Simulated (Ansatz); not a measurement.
Geometry optimisation, DFT PBE-D3(BJ), scalar-relativistic, plane waves, PAW in Ansatz 0.2.0.

input.yaml

```yaml
crystal:
  lattice:
    - [6.162, 0.0, 0.0]
    - [-3.081, 5.336449, 0.0]
    - [0.0, 0.0, 17.437342]
  atoms:
    - { symbol: Al, position: [0.1666667, 0.3333333, 0.0573482] }
    - { symbol: Al, position: [0.3333333, 0.1666667, 0.2016076] }
    - { symbol: "N", position: [0.1666667, 0.3333333, 0.1675623] }
    - { symbol: "N", position: [0.3333333, 0.1666667, 0.3118217] }
    - { symbol: Al, position: [0.1666667, 0.8333333, 0.0573482] }
    - { symbol: Al, position: [0.3333333, 0.6666667, 0.2016076] }
    - { symbol: "N", position: [0.1666667, 0.8333333, 0.1675623] }
    - { symbol: "N", position: [0.3333333, 0.6666667, 0.3118217] }
    - { symbol: Al, position: [0.6666667, 0.3333333, 0.0573482] }
    - { symbol: Al, position: [0.8333333, 0.1666667, 0.2016076] }
    - { symbol: "N", position: [0.6666667, 0.3333333, 0.1675623] }
    - { symbol: "N", position: [0.8333333, 0.1666667, 0.3118217] }
    - { symbol: Al, position: [0.6666667, 0.8333333, 0.0573482] }
    - { symbol: Al, position: [0.8333333, 0.6666667, 0.2016076] }
    - { symbol: "N", position: [0.6666667, 0.8333333, 0.1675623] }
    - { symbol: "N", position: [0.8333333, 0.6666667, 0.3118217] }
    - { symbol: Al, position: [0.3596686, 0.1666366, 0.4247977], spin: 1.0 }
magnetization:
  spin_polarized: true
basis:
  ecutwfc: 420.0
kpoints:
  mp_grid: { grid: [3, 3, 1] }
hamiltonian:
  xc: pbe
  dispersion: d3bj
  pseudopotentials: { kind: paw, azcp: { folder: soft_1 } }
scf:
  occupations: { method: fermi_dirac, width: 0.02 }
  lower_state_search: "off"
relax:
  f_tol: 0.03
  max_steps: 60
  adjacent_minimum: "off"
  constraints: [{ sites: [0, 4, 8, 12] }]
```

Launched with:

```bash
$ ansatz run input.yaml --threads 2 --pin off --max-ram 5120MiB --backend cpu --events-out ev --progress --plain --runs-dir out
```

**Question.** Where does it end, and by what steps?

**Answer.** It converged. The force dipped under the threshold on the way, but the program's further checks kept it going. Limits of this set-up: coarse k mesh, thin slab, slab without dipole correction. After 56 steps the energy has fallen by 12.411 eV; N12 moved furthest, 5.23 Å. Parted: Al10–N12 (1.92 → 5.85 Å), Al14–N16 (1.92 → 4.51 Å). Joined: Al2–Al17 (3.90 → 2.81 Å), N4–Al10 (3.63 → 2.02 Å), N4–Al14 (3.63 → 2.06 Å), N8–Al17 (3.59 → 1.74 Å), N12–N16 (3.08 → 1.12 Å), Al14–Al17 (4.92 → 2.81 Å).

| step | energy less start (eV) | largest force component (eV/Å) | accepted |
| --- | --- | --- | --- |
| 0 | 0.0000 | 1.697 | yes |
| 2 | -0.8958 | 2.069 | yes |
| 4 | -1.6272 | 1.931 | yes |
| 6 | -3.0447 | 1.978 | yes |
| 8 | -5.1078 | 2.404 | yes |
| 10 | -7.5849 | 2.084 | yes |
| 12 | -9.1126 | 2.577 | yes |
| 14 | -9.7385 | 0.979 | yes |
| 16 | -10.1608 | 0.309 | yes |
| 18 | -10.1969 | 1.827 | yes |
| 20 | -10.3658 | 3.000 | yes |
| 22 | -11.0955 | 0.947 | yes |
| 24 | -11.6532 | 0.813 | yes |
| 26 | -12.0111 | 0.510 | yes |
| 28 | -12.2166 | 0.877 | yes |
| 30 | -12.3125 | 0.627 | yes |
| 32 | -12.3540 | 0.052 | yes |
| 34 | -12.3641 | 0.332 | yes |
| 36 | -12.3699 | 0.232 | yes |
| 38 | -12.3760 | 0.490 | yes |
| 40 | -12.3843 | 0.119 | yes |
| 42 | -12.3896 | 0.579 | yes |
| 44 | -12.3966 | 0.169 | yes |
| 46 | -12.4005 | 0.676 | yes |
| 48 | -12.4047 | 0.062 | yes |
| 50 | -12.4074 | 0.486 | yes |
| 52 | -12.4093 | 0.006 | yes |
| 54 | -12.4104 | 0.249 | yes |
| 56 | -12.4109 | 0.009 | yes |

```xyz
17
Lattice="6.1620 0.0000 0.0000 -3.0810 5.3364 0.0000 0.0000 0.0000 17.4373" Properties=species:S:1:pos:R:3
Al 0.000 1.779 1.000
Al 1.433 0.809 3.565
N 0.001 1.820 2.871
N 0.081 -0.047 4.863
Al -1.540 4.447 1.000
Al -0.028 3.573 3.603
N -1.507 4.427 2.788
N -0.275 3.720 5.407
Al 3.081 1.779 1.000
Al 4.800 0.786 3.720
N 3.108 1.763 3.394
N 3.954 4.713 8.943
Al 1.540 4.447 1.000
Al 3.096 3.690 3.563
N 1.505 4.426 2.870
N 4.138 4.666 7.840
Al 1.357 -0.787 5.880
```

Whether the end is a true minimum wasn't checked by a vibrational analysis.

Time of the run: 25 min on 2 threads of Arm Neoverse V1 (shared host), peak memory 1.1 GiB.
